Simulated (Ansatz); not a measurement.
# C2H5GeNO: a ladder of functionals and wavefunction methods

One table from this session's results is given with a row withheld; the runs are named, their logs left out.

The runs use Ansatz 0.2.0, Gaussian basis; functionals in def2-TZVPP, the program's frozen cores in correlated methods.

The runs, in order: PBE-D4, r2SCAN-D4, PBE0-D4, B3LYP-D4, ωB97X-V, ωB97M-V, B2PLYP; CCSD(T)/def2-TZVPP; MP2/def2-QZVPP; extrapolation to the limit.

### Structure used throughout

The geometry comes from an earlier relaxation with PBE0-D4 in a triple-zeta def2 set; it is a stationary point, not always the lowest conformer.

SMILES `[GeH3][CH]1N=CO1`, 10 atoms, charge 0, spin multiplicity 1.

Atoms are counted from 1 here; the program's logs count them from 0.

Bond lengths: Ge1–C2 1.975 Å, Ge1–H6 1.536 Å, Ge1–H7 1.534 Å, Ge1–H8 1.532 Å, C2–N3 1.459 Å, C2–O5 1.476 Å, C2–H9 1.092 Å, N3–C4 1.280 Å, C4–O5 1.353 Å, C4–H10 1.085 Å. Angles: C2–Ge1–H6 109.0°, C2–Ge1–H7 108.3°, C2–Ge1–H8 107.4°, H6–Ge1–H7 110.0°, H6–Ge1–H8 110.9°, H7–Ge1–H8 111.2°, Ge1–C2–N3 114.6°, Ge1–C2–O5 111.5°, Ge1–C2–H9 114.1°, N3–C2–O5 90.1°, N3–C2–H9 114.0°, O5–C2–H9 110.0°, C2–N3–C4 84.5°, N3–C4–O5 104.1°, N3–C4–H10 133.1°, O5–C4–H10 122.7°, C2–O5–C4 81.3°.

Set-up of the first run:

The input, in.yaml:

```yaml
crystal:
  periodic: [false, false, false]
  atoms:
    - {symbol: Ge, position_ang: [-0.635444, -1.008614, 0.967135]}
    - {symbol: C, position_ang: [0.449210, 0.477896, 0.249800]}
    - {symbol: N, position_ang: [1.311182, 0.116578, -0.870443]}
    - {symbol: C, position_ang: [0.543929, 0.885006, -1.547554]}
    - {symbol: O, position_ang: [-0.345683, 1.347620, -0.638619]}
    - {symbol: H, position_ang: [-1.669830, -0.441955, 1.950853]}
    - {symbol: H, position_ang: [0.302027, -1.980785, 1.694197]}
    - {symbol: H, position_ang: [-1.324456, -1.687048, -0.221268]}
    - {symbol: H, position_ang: [0.943859, 1.079662, 1.015366]}
    - {symbol: H, position_ang: [0.508205, 1.160442, -2.596567]}
basis:
  gaussian: {orbitals: def2-TZVPP}
hamiltonian: {xc: pbe, dispersion: d4}
output: {forces: true, orbitals: {seedname: orbitals}}
```

Run with:

```sh
$ ansatz run in.yaml --threads 4 --pin off --events-out ev --progress --plain --max-ram 10444MiB
```

Steps of the session up to this table: PBE-D4 (GGA); r2SCAN-D4 (meta-GGA); PBE0-D4 (hybrid); B3LYP-D4 (hybrid); ωB97X-V (range-separated); ωB97M-V (range-separated); B2PLYP (double hybrid); CCSD(T) in def2-TZVPP; MP2 in def2-QZVPP.

One table of the session follows, with a row left open; its other results are not shown here.

```
            method  atomisation energy (kJ/mol)
            PBE-D4                       3743.5
         r2SCAN-D4                       3623.3
           PBE0-D4                       3630.4
          B3LYP-D4                       3603.9
           ωB97X-V                       3641.5
           ωB97M-V                       3619.6
            B2PLYP                       3570.6
     HF/def2-TZVPP                       2378.6
    MP2/def2-TZVPP                       3593.4
   CCSD/def2-TZVPP                       3434.2
CCSD(T)/def2-TZVPP                            ?
           MP2/CBS                       3693.0
       CCSD(T)/CBS                       3615.0
```

Q: Estimate the row for CCSD(T)/def2-TZVPP from the others.

As computed: atomisation energy (kJ/mol): 3515.3. In the column «atomisation energy (kJ/mol)» it lies between CCSD/def2-TZVPP (3434.2) and B2PLYP (3570.6).

To keep in mind: Free atoms (1 Ge, 2 C, 1 N, 1 O, 5 H) were run apart at each level; the atomisation energy is their sum less the molecule, without zero-point or spin-orbit terms.
